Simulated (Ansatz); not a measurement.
# AlBH2OF2 (SMILES O[B](F)[AlH][F]) at HSE06/6-31G(d) (spherical functions)

Aim: the vertical singlet–triplet gap of AlBH2OF2 at HSE06/6-31G* (spherical functions), from 2 runs. 

Program for the calculation: Ansatz 0.2.0.

128 further runs of the same task are left out: 128 set aside as unsound or not needed.

### Step 1. Starting point

The species is AlBH2OF2 (7 atoms), meant as a singlet with charge 0. SMILES: `O[B](F)[AlH][F]`. Geometry: relaxed at PBE0-D4/def2-TZVP. This is one conformer, not always the lowest.

Bond lengths: O1–B2 1.351 Å, B2–F3 1.331 Å, B2–Al4 2.153 Å, Al4–F5 1.661 Å, O1–H6 0.961 Å, Al4–H7 1.580 Å. Angles: O1–B2–F3 115.5°, O1–B2–Al4 122.4°, F3–B2–Al4 122.1°, B2–Al4–F5 111.0°, B2–O1–H6 113.4°, B2–Al4–H7 132.2°, F5–Al4–H7 116.8°.

### Step 2. A single-point energy at HSE06/6-31G(d) (spherical functions)

File job.yaml:

```yaml
crystal:
  periodic: [false, false, false]
  atoms:
    - {symbol: O, position_ang: [0.462300, -0.166500, 1.769000]}
    - {symbol: B, position_ang: [0.511800, -0.675600, 0.519100]}
    - {symbol: F, position_ang: [1.170800, -1.824800, 0.394500]}
    - {symbol: Al, position_ang: [-0.411500, 0.301600, -1.162100]}
    - {symbol: F, position_ang: [-1.152700, 1.713100, -0.697800]}
    - {symbol: H, position_ang: [-0.019900, 0.662300, 1.825000]}
    - {symbol: H, position_ang: [-0.499600, -0.078200, -2.693300]}
basis:
  gaussian:
    orbitals: 6-31G_st_-spherical.json
output: {orbitals: {seedname: orbitals}}
hamiltonian:
  xc: hse06
accuracy: high
```

The basis set 6-31G* is read from a file made from the Basis Set Exchange's data (not shown).

The run is started by

```console
$ ansatz run job.yaml --threads 1 --pin off --max-ram 3480MiB --events-out events.jsonl --progress --plain --runs-dir runs
```

The log of the run:

```text
Warning: RAYON_NUM_THREADS=1 ignored (pool sized by the plan → 1); use --threads N
Functional definition: HSE06
  name "HSE06"
  parameter a = 0.25
  parameter omega = 0.11/bohr
  exchange = pbe_x - a*pbe_x_sr(omega) + a*exact_x_sr(omega)
  correlation = pbe_c
1697 factors; integrals over basis functions are off by at most 5.8e-9 eV
100 factors; integrals over basis functions are off by at most 1.6e-9 eV
mean field evaluation 1: about -14772.9205 eV, gradient 5.6e1 eV
mean field evaluation 2: about -14761.8660 eV, gradient 9.7e1 eV
mean field evaluation 4: about -14777.9301 eV, gradient 4.4e0 eV
mean field evaluation 8: about -14778.1221 eV, gradient 2.8e-1 eV
mean field evaluation 16: about -14778.1223 eV, gradient 4.5e-5 eV
mean field -14778.12227758 eV, -543.0859767299 hartree, gradient 3.4e-8 eV, S^2 0.000000; 0 other end points of the search recorded, 0 dependent functions left out
reference -14778.12228168 eV, -543.0859768808 hartree; 23, 23 occupied and 55, 55 virtual orbitals, 1697 factors
Total energy: -14778.12228168 eV, -543.0859768808 hartree
```

Run time: 8.7 s. Hardware: 1 thread of Arm Neoverse V1, shared host; peak memory 0.25 GiB.

### Step 3. The triplet at the same level

job.yaml: that of step 2 with these lines changed.

```diff
@@ -1 +1,3 @@
+basis:
+  gaussian: {orbitals: 6-31G_st_-spherical.json}
 crystal:
@@ -10,8 +12,5 @@
     - {symbol: H, position_ang: [-0.499600, -0.078200, -2.693300]}
-basis:
-  gaussian:
-    orbitals: 6-31G_st_-spherical.json
 output: {orbitals: {seedname: orbitals}}
-hamiltonian:
-  xc: hse06
+magnetization: {spin_polarized: true, initial_magnetization: 2}
+hamiltonian: {xc: hse06}
 accuracy: high
```

The basis set 6-31G* is read from a file made from the Basis Set Exchange's data (not shown).

The run is started by

```console
$ ansatz run job.yaml --threads 1 --pin off --max-ram 3480MiB --events-out events.jsonl --progress --plain --runs-dir runs
```

The log of the run:

```text
Warning: RAYON_NUM_THREADS=1 ignored (pool sized by the plan → 1); use --threads N
Functional definition: HSE06
  name "HSE06"
  parameter a = 0.25
  parameter omega = 0.11/bohr
  exchange = pbe_x - a*pbe_x_sr(omega) + a*exact_x_sr(omega)
  correlation = pbe_c
1697 factors; integrals over basis functions are off by at most 5.8e-9 eV
100 factors; integrals over basis functions are off by at most 1.6e-9 eV
mean field evaluation 1: about -14769.5816 eV, gradient 3.8e1 eV
mean field evaluation 2: about -14754.9240 eV, gradient 7.3e1 eV
mean field evaluation 4: about -14774.2640 eV, gradient 4.2e0 eV
mean field evaluation 8: about -14774.5092 eV, gradient 3.0e-1 eV
mean field evaluation 16: about -14774.5099 eV, gradient 8.9e-4 eV
mean field -14774.50990455 eV, -542.9532244696 hartree, gradient 2.8e-8 eV, S^2 2.002514; 0 other end points of the search recorded, 0 dependent functions left out
reference -14774.50990872 eV, -542.9532246228 hartree; 24, 22 occupied and 54, 56 virtual orbitals, 1697 factors
Total energy: -14774.50990872 eV, -542.9532246228 hartree
```

It took 17 s on 1 thread of Arm Neoverse V1, shared host; peak memory 0.37 GiB.

### Step 4. Summary of results

At HSE06/6-31G* (spherical functions):

| quantity | value |
| --- | --- |
| singlet: total energy | -543.08598 Eh |
| singlet: HOMO energy | -7.26 eV |
| singlet: LUMO energy | -2.21 eV |
| singlet: HOMO–LUMO gap | 5.05 eV |
| triplet: total energy | -542.95322 Eh |
| triplet: HOMO energy (highest over α and β) | -4.05 eV |
| triplet: ⟨S²⟩ | 2.003 |
| vertical energy of the triplet above the singlet | 3.612 eV |

**Reading.** At this shape the triplet lies 3.61 eV (349 kJ/mol) above the singlet.
